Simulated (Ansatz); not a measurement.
# NiMoIrPdW (P3m1) in Ansatz: band structure with revPBE

Aim: the band structure of NiMoIrPdW with revPBE.

Program: Ansatz 0.2.0. These are calculated values, not measurements. Logs are shortened: lines on timing, memory, paths and dates and some standing lists are left out, and cuts for length are marked.

### 1 Starting point

Symmetry: P3m1, No. 156, trigonal system. The conventional cell has a = 2.766 Å, b = 2.766 Å, c = 11.023 Å, α = 90.00°, β = 90.00°, γ = 120.00°. Around Ni (site symmetry 3m) lie 3 Mo at 2.60 Å and 3 Pd at 2.71 Å and 6 Ni at 2.77 Å. Mo (site symmetry 3m) has 3 Ni at 2.60 Å and 6 Mo at 2.77 Å and 3 Ir at 2.82 Å as nearest neighbours. Around Pd (site symmetry 3m) lie 3 Ni at 2.71 Å and 3 W at 2.74 Å and 6 Pd at 2.77 Å. Ir (site symmetry 3m) is surrounded by 3 W at 2.74 Å and 6 Ir at 2.77 Å and 3 Mo at 2.82 Å. W (site symmetry 3m) has 3 Pd at 2.74 Å and 3 Ir at 2.74 Å and 6 W at 2.77 Å as nearest neighbours.

The cell was built by a generator and needn't be a form met in nature.

### 2 Band structure, revPBE, collinear spin, ferromagnetic start

input.yaml reads:

```yaml
crystal:
  lattice:
    - [2.76616, 0.0, 0.0]
    - [-1.38308, 2.39557, 0.0]
    - [0.0, 0.0, 11.02292]
  atoms:
    - { symbol: Ni, position: [0.33333, 0.66667, 0.59712], spin: 1.0 }
    - { symbol: Mo, position: [0.0, 0.0, 0.41074], spin: 1.0 }
    - { symbol: Pd, position: [0.66667, 0.33333, 0.7952] }
    - { symbol: Ir, position: [0.66667, 0.33333, 0.1996], spin: 0.6 }
    - { symbol: W, position: [0.33333, 0.66667, 0.99734] }
kpoints:
  mp_grid: { grid: [8, 8, 2] }
  band_path:
    path:
      - [0.0, 0.0, 0.0]
      - [0.5, 0.0, 0.0]
      - [0.3333333333, 0.3333333333, 0.0]
      - [0.0, 0.0, 0.0]
      - [0.0, 0.0, 0.5]
      - [0.5, 0.0, 0.5]
      - [0.3333333333, 0.3333333333, 0.5]
      - [0.0, 0.0, 0.5]
    npoints: 12
scf:
  occupations: { method: fermi_dirac, width: 0.05 }
hamiltonian:
  xc: revpbe
  pseudopotentials: { kind: all_electron, lapw: { basis_error: 0.002 } }
magnetization:
  spin_polarized: true
output:
  forces: true
  stress: true
  eigenvalues: true
```

Potentials or basis: all-electron LAPW, scalar-relativistic.

Run with:

```
ansatz run input.yaml --threads 8 --pin off --max-ram 24576MiB --backend cpu --events-out ev --progress --plain --runs-dir out
```

The program printed:

```text
Warning: the atoms were moved onto the symmetric positions of the space group found under crystal.symmetry.tolerance 1.0e-5 (fractional; no operation is sought that the atoms, as they stand in a round, miss by more than twice it, and no atom is moved by as much as it), and the run uses the moved positions. Before a round's move an operation carried an atom to 2.77e-5 Å from where it should land, the largest such distance. Atom 0 (counting from 0) moved farthest, by 1.60e-5 Å; the longest move in fractions of the cell, of whichever atom, is 0.47 of the tolerance, in 1 round. To run the atoms as typed, lower crystal.symmetry.tolerance until the operations that they miss are no longer found, or set crystal.symmetry.detect: false (a key that needs symmetry detection or time reversal refuses this as the deck is read). The positions used, in the order of the run's atom list: position: [0.3333333333333333, 0.6666666666666666, 0.59712]; position: [0.0, 0.0, 0.41074]; position: [0.6666666666666666, 0.3333333333333333, 0.7952]; position: [0.6666666666666666, 0.3333333333333333, 0.1996]; position: [0.3333333333333333, 0.6666666666666666, 0.99734]; The lattice was moved too: crystal.lattice keeps the space group found at crystal.symmetry.tolerance 1.0e-5 only nearly: the operation that it misses by the most changes a squared length by the fraction 3.74e-6. The run uses the lattice that is a stretch of the typed one, with no rotation, onto the one that keeps every operation to a double's rounding (on a very oblique basis the stretch itself rounds by more); the deck's lattice vector that moved farthest moved by 2.98e-6 Å. To run the lattice as typed, set crystal.symmetry.tolerance under 3.73e-6, the least fraction by which an operation that the lattice misses changes a squared length (the same key also sets how far an atom may lie from its image, so lowering it can lose operations that the atoms keep only within it), or set crystal.symmetry.detect: false, as for the atoms. crystal.lattice made exact, in Å and degrees: [[2.766162984364202, 0.0, 0.0], [-1.383081492182101, 2.3955674154675757, 0.0], [0.0, 0.0, 11.02292]]. Pasted over the deck's crystal.lattice, beside positions in fractional coordinates, it runs the same cell (given as lengths and angles, that cell in the form's own orientation, a rigid turn of the misfit's size from the one run here, for which a checkpoint.post_process_only pass over this run's state can be refused: where this run relaxes nothing, give such a pass this deck's own crystal.lattice, as typed; behind a relaxation, as crystal.lattice, the state's own cell, identity.cell in its checkpoint.json), and a matrix so pasted ends this notice, except on a very skew basis of the lattice, where the rounding of the pasted numbers themselves can read as a misfit: the cell is then moved again, and that move is told again. The lattice as run is in this notice's lattice.as_run_ang field (Run.prep()["deck_notices"] in Python, the deck_notice line of an events file, deck_notices of ansatz run --dry-run=json, or deck_notices in record.json in the deck's checkpoint.write directory).
Warning: RAYON_NUM_THREADS=8 ignored (pool sized by the plan → 8); use --threads N
LAPW: plane waves up to 8.249 Å⁻¹, error target 2.0e-3 eV per atom; small_component_spin mean_spin; Ni in spheres of 1.301 Å, 18 of its electrons in bands, Dirac shells []; Mo in spheres of 1.301 Å, 30 of its electrons in bands, Dirac shells []; Pd in spheres of 1.362 Å, 28 of its electrons in bands, Dirac shells []; W in spheres of 1.379 Å, 38 of its electrons in bands, Dirac shells []; Ir in spheres of 1.363 Å, 41 of its electrons in bands, Dirac shells [] (how accurate: hamiltonian.pseudopotentials.lapw.basis_error, Limitations)
Engine: ansatz 0.2.0, x86_64-unknown-linux-gnu
Pseudopotentials: kind: all_electron
Pseudopotential: Ni, LAPW, valence charge 18, lapw/all_electron/scalar/gaussian/Ni, Koelling and Harmon's equation, gaussian nucleus
Pseudopotential: Mo, LAPW, valence charge 30, lapw/all_electron/scalar/gaussian/Mo, Koelling and Harmon's equation, gaussian nucleus
Pseudopotential: Pd, LAPW, valence charge 28, lapw/all_electron/scalar/gaussian/Pd, Koelling and Harmon's equation, gaussian nucleus
Pseudopotential: Ir, LAPW, valence charge 41, lapw/all_electron/scalar/gaussian/Ir, Koelling and Harmon's equation, gaussian nucleus
Pseudopotential: W, LAPW, valence charge 38, lapw/all_electron/scalar/gaussian/W, Koelling and Harmon's equation, gaussian nucleus
Functional definition: revPBE
  parameter kappa = 1.245
  parameter beta = 0.06672455060314922
  exchange = pbe_x(kappa = kappa, mu = beta*pi^2/3)
  correlation = pbe_c(beta = beta)
Crystal: 5 atoms, lattice volume = 73.044 Å³
Basis set: ecut = 259.25898297593653 eV, 713 PW (Γ), exchange–correlation at level 2
Bands: 95, of which v1, the nominal top of the filled ones, is band 78 counted from 1 (77 counted from 0)
[... 55 lines left out ...]
E sigma→0 (E₀):  -1213128.207056 eV
Entropy (-TS):   -0.047942 eV (-9.588 meV/atom)
Fermi energy:    24.581093 eV
--- Per-component energies (eV) ---
  E_band       = -12621.135508
  E_kinetic    = 1340282.533513
  E_xc         = -27366.104617
  E_electrostatic = -2526044.611981  (all electrons and nuclei)
  E_smearing   = -0.047942  (= −TS)
  E_closure    = 0.000000  (closes the sum)
  E_atoms      = -1213088.162780  (free atoms, spherical and without spin; not in F)
  Σ components = -1213128.231027   (vs F -1213128.231027, Δ=0.00e0)
  Basis errors (estimates in eV, not in F): energy 4.5e-4 per atom: plane waves 4.0e-4 (2.1e-4 summed), levels above the bands 1.1e-118, relativity 6.8e-8, radial functions 5.2e-5, core shells 1.9e-6; eigenvalues (radial functions only) 6.4e-6; not estimated: angular momenta, meshes, grids; target (lapw.basis_error) 2.0e-3; muffin-tin radii Ni 1.301 Å, Mo 1.301 Å, Pd 1.362 Å, W 1.379 Å, Ir 1.363 Å
--- Forces (eV/Å), atoms counted from 1 ---
  atom   1  Ni     0.00000000     0.00000000    -0.01203300
  atom   2  Mo    -0.00000000    -0.00000000    -0.05439989
  atom   3  Pd    -0.00000000     0.00000000    -0.03805766
  atom   4  Ir     0.00000000    -0.00000000     0.07798213
  atom   5  W      0.00000000     0.00000000     0.02649576
  max |Σ_I F_I| component: 1.27e-5 eV/Å
--- Stress (GPa, compression-positive) ---
        2.914018       0.000000       0.000000
        0.000000       2.914018       0.000000
        0.000000       0.000000       3.769990
  P = ⅓ Tr σ = 3.1993 GPa (31.993 kbar)
--- Band table (eV; the first three rows and the last of 40) ---
  k-point 0 ↑: bands = ["-351.2227", "-351.2005", "-351.2005", "-300.4241", "-300.3960", "-300.3960", "-300.3274", "-300.3274", "-260.7338", "-260.7266", "-260.7266", "-260.7008", "-260.7008", "-208.5453", "-208.5453", "-208.5290", "-208.5040", "-208.5040", "-193.0603", "-193.0603", "-193.0479", "-193.0342", "-193.0342", "-78.5021", "-67.9929", "-60.1700", "-49.4750", "-38.9591", "-38.7579", "-38.7579", "-36.4767", "-32.3803", "-32.3699", "-32.3631", "-32.3538", "-32.3538", "-32.3413", "-32.3413", "-26.0125", "-25.6772", "-25.6772", "-24.8523", "-24.6387", "-24.6387", "-13.8868", "-13.0907", "-13.0907", "-10.6381", "-9.8467", "-9.8467", "-3.6926", "-3.6839", "-3.6839", "-3.6717", "-3.6717", "-3.6570", "-3.5938", "15.2038", "17.0593", "17.7399", "18.5894", "19.5076", "21.3096", "21.3096", "21.3585", "21.4184", "21.4184", "22.0506", "22.3486", "22.3486", "22.8089", "22.8089", "22.8820", "23.0964", "23.0964", "23.5346", "23.5346", "23.6607", "24.2624", "24.2624", "24.3877", "24.9439", "24.9439", "26.9066", "26.9066", "27.8088", "27.8088", "33.9214", "35.3249", "37.5553", "38.4521", "38.9494", "40.1282", "40.6662", "42.2237"]
  k-point 1 ↑: bands = ["-351.2227", "-351.2005", "-351.2005", "-300.4241", "-300.3960", "-300.3960", "-300.3274", "-300.3274", "-260.7338", "-260.7266", "-260.7266", "-260.7008", "-260.7008", "-208.5453", "-208.5453", "-208.5290", "-208.5040", "-208.5040", "-193.0603", "-193.0603", "-193.0479", "-193.0342", "-193.0342", "-78.5021", "-67.9929", "-60.1700", "-49.4750", "-38.9591", "-38.7579", "-38.7579", "-36.4767", "-32.3803", "-32.3699", "-32.3631", "-32.3538", "-32.3538", "-32.3413", "-32.3413", "-26.0124", "-25.6772", "-25.6772", "-24.8523", "-24.6387", "-24.6387", "-13.8868", "-13.0907", "-13.0907", "-10.6381", "-9.8467", "-9.8467", "-3.6926", "-3.6839", "-3.6839", "-3.6717", "-3.6717", "-3.6570", "-3.5938", "15.2504", "16.8112", "17.8281", "18.7910", "19.5876", "21.3103", "21.3103", "21.4180", "21.4180", "21.4403", "21.8816", "22.3173", "22.3173", "22.7108", "22.9075", "22.9075", "23.1072", "23.1648", "23.1648", "23.3191", "23.3191", "24.3738", "24.3738", "24.9215", "24.9215", "25.1784", "26.8870", "26.8870", "27.8184", "27.8184", "32.9657", "36.7793", "37.3947", "38.3355", "38.6402", "39.8557", "41.3142", "41.9590"]
  k-point 2 ↑: bands = ["-351.2227", "-351.2005", "-351.2005", "-300.4241", "-300.3960", "-300.3960", "-300.3274", "-300.3274", "-260.7338", "-260.7266", "-260.7266", "-260.7008", "-260.7008", "-208.5453", "-208.5453", "-208.5290", "-208.5040", "-208.5040", "-193.0603", "-193.0603", "-193.0479", "-193.0342", "-193.0342", "-78.5014", "-67.9879", "-60.1651", "-49.4597", "-38.9580", "-38.7653", "-38.7598", "-36.4491", "-32.3798", "-32.3708", "-32.3628", "-32.3542", "-32.3539", "-32.3413", "-32.3410", "-26.0066", "-25.7212", "-25.6880", "-24.8422", "-24.7128", "-24.6566", "-13.8620", "-13.2702", "-13.1317", "-10.6103", "-10.0324", "-9.8889", "-3.6905", "-3.6838", "-3.6814", "-3.6759", "-3.6727", "-3.6513", "-3.6009", "15.7876", "17.6127", "18.1780", "19.0097", "19.8031", "20.8410", "21.1573", "21.3884", "21.6776", "21.7004", "21.7955", "21.9220", "22.2337", "22.3308", "22.8304", "22.8907", "22.9919", "23.2047", "23.2251", "23.5068", "23.5980", "24.0307", "24.5446", "24.6998", "25.1124", "25.2769", "26.8310", "27.5600", "27.7320", "28.4694", "34.2984", "35.3018", "38.7308", "39.4919", "39.6007", "40.0912", "40.6595", "41.1772"]
  k-point 19 ↓: bands = ["-351.2227", "-351.2005", "-351.2005", "-300.4241", "-300.3960", "-300.3960", "-300.3274", "-300.3274", "-260.7338", "-260.7266", "-260.7266", "-260.7008", "-260.7008", "-208.5453", "-208.5453", "-208.5290", "-208.5040", "-208.5040", "-193.0603", "-193.0603", "-193.0479", "-193.0342", "-193.0342", "-78.4967", "-67.9556", "-60.1327", "-49.3592", "-38.9507", "-38.7993", "-38.7860", "-36.2650", "-32.3770", "-32.3761", "-32.3607", "-32.3563", "-32.3554", "-32.3407", "-32.3400", "-25.9681", "-25.9213", "-25.8425", "-25.0451", "-24.9140", "-24.7757", "-14.0450", "-13.7365", "-13.6984", "-10.8390", "-10.5168", "-10.4257", "-3.6929", "-3.6870", "-3.6807", "-3.6722", "-3.6720", "-3.6462", "-3.6131", "19.1417", "19.3095", "19.8025", "19.9455", "20.3280", "20.3977", "20.6307", "20.7300", "21.0698", "21.4473", "21.5244", "21.8883", "22.3004", "22.6977", "22.9528", "23.2769", "23.8267", "24.0788", "24.5776", "24.7503", "24.9117", "25.2065", "26.1934", "26.5326", "27.0234", "28.9377", "29.3418", "30.6582", "31.1314", "31.4786", "32.8066", "32.8668", "33.6172", "34.0921", "35.1672", "36.2535", "36.9309", "37.8740"]
```

It took 94 s on 8 threads of Intel Xeon Platinum 8259CL at 2.50GHz (Skylake/Cascade Lake), shared host; peak memory 1.5 GiB.

Results:

```
Free energy             : -1213128.2310 eV
Pressure                : 3.2 GPa
Largest force           : 0.078 eV/Å
Band gap along the path : none (metal or under the smearing width)
Net moment              : 0.00 μB per cell
Absolute moment         : 0.00 μB per cell
```

Forces in eV/Å, atoms in the order of the input:
```
Ni   0.000  0.000 -0.012
Mo   0.000  0.000 -0.054
Pd   0.000  0.000 -0.038
Ir   0.000  0.000  0.078
W    0.000  0.000  0.026
```

Levels at the corners of the path, in eV from the Fermi level:
Spin up:
| point | band 74 | band 75 | band 76 | band 77 | band 78 | band 79 | band 80 | band 81 | band 82 | band 83 |
| --- | --- | --- | --- | --- | --- | --- | --- | --- | --- | --- |
| Γ | -1.48 | -1.48 | -1.05 | -1.05 | -0.92 | -0.32 | -0.32 | -0.19 | 0.36 | 0.36 |
| M | -0.39 | -0.39 | -0.20 | 0.65 | 0.99 | 1.30 | 1.64 | 2.28 | 2.73 | 3.80 |
| K | -0.52 | -0.20 | -0.13 | -0.07 | 0.09 | 0.58 | 1.37 | 1.81 | 2.53 | 4.82 |
| Γ | -1.48 | -1.48 | -1.05 | -1.05 | -0.92 | -0.32 | -0.32 | -0.19 | 0.36 | 0.36 |
| A | -1.47 | -1.42 | -1.42 | -1.26 | -1.26 | -0.21 | -0.21 | 0.34 | 0.34 | 0.60 |
| L | -0.54 | -0.39 | -0.28 | 0.63 | 0.99 | 1.47 | 2.16 | 2.40 | 2.59 | 3.74 |
| H | -0.51 | -0.22 | -0.15 | -0.05 | 0.13 | 0.40 | 1.39 | 2.05 | 2.59 | 4.92 |
| A | -1.47 | -1.42 | -1.42 | -1.26 | -1.26 | -0.21 | -0.21 | 0.34 | 0.34 | 0.60 |
Spin down:
```
point  band 74  band 75  band 76  band 77  band 78  band 79  band 80  band 81  band 82  band 83
    Γ    -1.48    -1.48    -1.05    -1.05    -0.92    -0.32    -0.32    -0.19     0.36     0.36
    M    -0.39    -0.39    -0.20     0.65     0.99     1.30     1.64     2.28     2.73     3.80
    K    -0.52    -0.20    -0.13    -0.07     0.09     0.58     1.37     1.81     2.53     4.82
    Γ    -1.48    -1.48    -1.05    -1.05    -0.92    -0.32    -0.32    -0.19     0.36     0.36
    A    -1.47    -1.42    -1.42    -1.26    -1.26    -0.21    -0.21     0.34     0.34     0.60
    L    -0.54    -0.39    -0.28     0.63     0.99     1.47     2.16     2.40     2.59     3.74
    H    -0.51    -0.22    -0.15    -0.05     0.13     0.40     1.39     2.05     2.59     4.92
    A    -1.47    -1.42    -1.42    -1.26    -1.26    -0.21    -0.21     0.34     0.34     0.60
```

Caveat: the k mesh is thin for a metal, which can move the energy by tens of meV per atom; spin-orbit coupling is left out, which moves the levels of the heavy elements; the starting moments weren't kept.
